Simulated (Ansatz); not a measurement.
**GaC₂ (doublet): the correlation ladder, cc-pVDZ**

The task here is to estimate one member of a computed series from the others.

Computed with Ansatz 0.2.0, Gaussian basis. Level: cc-pVDZ, core rule «outside noble gas», up to 16 orbitals frozen.

The runs, in order: UHF; CCSD(T) on ROHF; CCSD(T) on UHF; BCCD(T) on ROHF; CISD; CCSDT(Q) on ROHF; CCSDT(Q) on UHF; CASSCF and MRCISD+Q, 9 electrons in 9 orbitals; CASSCF and NEVPT2, 9 electrons in 9 orbitals.

27 further runs of the same task are left out: 2 for a known fault of the program, 7 that didn't finish, 18 set aside as unsound or not needed.

**What is computed**

The geometry is a PBE0/def2-TZVP stationary point (not a proven minimum). No spin-orbit coupling is included. The filled d shell of Ga may be among the frozen orbitals whatever the setting's name suggests; the logs give the count.

3 atoms, charge 0, spin multiplicity 2.

Atoms are counted from 1 here; the program's logs count them from 0.

Bond lengths: C1–C3 1.237 Å, Ga2–C3 1.967 Å. Angles: C1–C3–Ga2 180.0°.

As a file:

| atom | x (Å) | y (Å) | z (Å) |
| --- | --- | --- | --- |
| C1 | 0.0000 | 0.0000 | 1.4800 |
| Ga2 | 0.0000 | 0.0000 | -1.7235 |
| C3 | 0.0000 | 0.0000 | 0.2434 |

The first run:

Input file in.yaml:

```yaml
crystal:
  periodic: [false, false, false]
  atoms:
    - {symbol: C, position_ang: [0.000000, 0.000000, 1.480033]}
    - {symbol: Ga, position_ang: [0.000000, 0.000000, -1.723467]}
    - {symbol: C, position_ang: [0.000000, 0.000000, 0.243433]}
basis:
  gaussian: {orbitals: cc-pVDZ}
magnetization: {spin_polarized: true, initial_magnetization: 1}
hamiltonian: {xc: hf}
output: {orbitals: {seedname: orbitals}}
```

Run with:

```
$ ansatz run in.yaml --threads 1 --pin off --events-out ev --progress --plain --max-ram 2393MiB
```

Among the steps run: UHF; CCSD(T) on ROHF; CCSD(T) on UHF; BCCD(T) on ROHF; CISD; CCSDT(Q) on ROHF; CCSDT(Q) on UHF; CASSCF and MRCISD+Q, 9 electrons in 9 orbitals; CASSCF and NEVPT2, 9 electrons in 9 orbitals.

One of the session's tables, all rows but one given; the rest of the session is left out.

| method | from RCCSDT(Q) (kcal/mol) |
| --- | --- |
| ROHF | +197.99 |
| UHF | +186.71 |
| RMP2 | +29.53 |
| UMP2 | +44.25 |
| RCCSD | +12.42 |
| UCCSD | ? |
| RCCSD(T) | +2.34 |
| UCCSD(T) | +3.37 |
| BCCD(T) | +2.01 |
| RCCSDT | +1.01 |
| UCCSDT | +1.07 |
| RCCSDT(Q) | 0 |
| UCCSDT(Q) | -0.30 |
| CASSCF frontier | +111.18 |
| NEVPT2 frontier | +29.13 |
| MRCISD frontier | +12.06 |
| MRCISD+Q frontier | +2.83 |

Q: Estimate the row for UCCSD from the others.

The run gave: from RCCSDT(Q) (kcal/mol): +12.52. In the column «from RCCSDT(Q) (kcal/mol)» it lies between RCCSD (+12.42) and NEVPT2 frontier (+29.13).

Not comparable, so not listed: CISD (they don't share determinant, frozen orbitals or solution with the rows shown, or repeat one).

To keep in mind: Restricted and unrestricted rows rest on different reference determinants; where their highest levels disagree by more than a few hundredths of an eV, they describe different states and don't form one ladder.
